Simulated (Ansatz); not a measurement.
# C₂H₅FIn radical: how energies converge with the basis set

How large a basis does C₂H₅FIn radical need? Two functionals are run in growing sets.

Method: one geometry, several basis sets; program: Ansatz 0.2.0, Gaussian basis.

Plan: PBE0-D4/def2-SVP; ωB97M-V/def2-SVP; PBE0-D4/def2-QZVPP; ωB97M-V/def2-QZVPP; the functionals' def2-TZVPP values are taken from earlier runs.

## 1. The relaxed structure

An earlier PBE0-D4 in a triple-zeta def2 set relaxation fixed the geometry. In takes the def2 core potential; no spin-orbit term is included.

SMILES `C[CH2][In][F]`, 9 atoms, charge 0, spin multiplicity 2.

Atoms are counted from 1 here; the program's logs count them from 0.

Bond lengths: C1–C2 1.508 Å, C1–H5 1.097 Å, C1–H6 1.091 Å, C1–H7 1.092 Å, C2–In3 2.289 Å, C2–H8 1.089 Å, C2–H9 1.092 Å, In3–F4 1.992 Å. Angles: C2–C1–H5 110.2°, C2–C1–H6 112.0°, C2–C1–H7 112.1°, H5–C1–H6 107.7°, H5–C1–H7 107.0°, H6–C1–H7 107.6°, C1–C2–In3 108.4°, C1–C2–H8 115.2°, C1–C2–H9 114.2°, In3–C2–H8 106.4°, In3–C2–H9 101.3°, H8–C2–H9 110.1°, C2–In3–F4 103.9°.

## 2. PBE0-D4 in def2-SVP

Contents of in.yaml:

```yaml
crystal:
  periodic: [false, false, false]
  atoms:
    - {symbol: C, position_ang: [0.296486, 0.904722, 0.100284]}
    - {symbol: C, position_ang: [-0.768284, -0.058398, -0.361473]}
    - {symbol: In, position_ang: [-0.311863, -2.120185, 0.521966]}
    - {symbol: F, position_ang: [1.678355, -2.195366, 0.554532]}
    - {symbol: H, position_ang: [0.179946, 1.871106, -0.406447]}
    - {symbol: H, position_ang: [1.301368, 0.537063, -0.115106]}
    - {symbol: H, position_ang: [0.237997, 1.098145, 1.173761]}
    - {symbol: H, position_ang: [-1.782523, 0.189760, -0.052986]}
    - {symbol: H, position_ang: [-0.742981, -0.273146, -1.431631]}
basis:
  gaussian: {orbitals: def2-SVP}
magnetization: {spin_polarized: true, initial_magnetization: 1}
hamiltonian: {xc: pbe0, dispersion: d4}
output: {orbitals: {seedname: orbitals}}
```

Launch:

```
$ ansatz run in.yaml --threads 4 --pin off --events-out ev --progress --plain --max-ram 10444MiB
```

After this run come: ωB97M-V in def2-SVP; PBE0-D4 in def2-QZVPP; ωB97M-V in def2-QZVPP.

Before running them: what should the planned runs give, taken together? Wanted: PBE0-D4: double and triple zeta above quadruple; ωB97M-V: double and triple zeta above quadruple.

**Answer**, as computed:

| quantity | value |
| --- | --- |
| PBE0-D4: double and triple zeta above quadruple | 6.44, 0.33 eV |
| ωB97M-V: double and triple zeta above quadruple | 6.68, 0.33 eV |

What this shows: PBE0-D4 gains 6.11 eV from double to triple zeta, then 0.33 eV more. These are total energies; as a rule much of such shifts cancels in differences, which this series doesn't test.
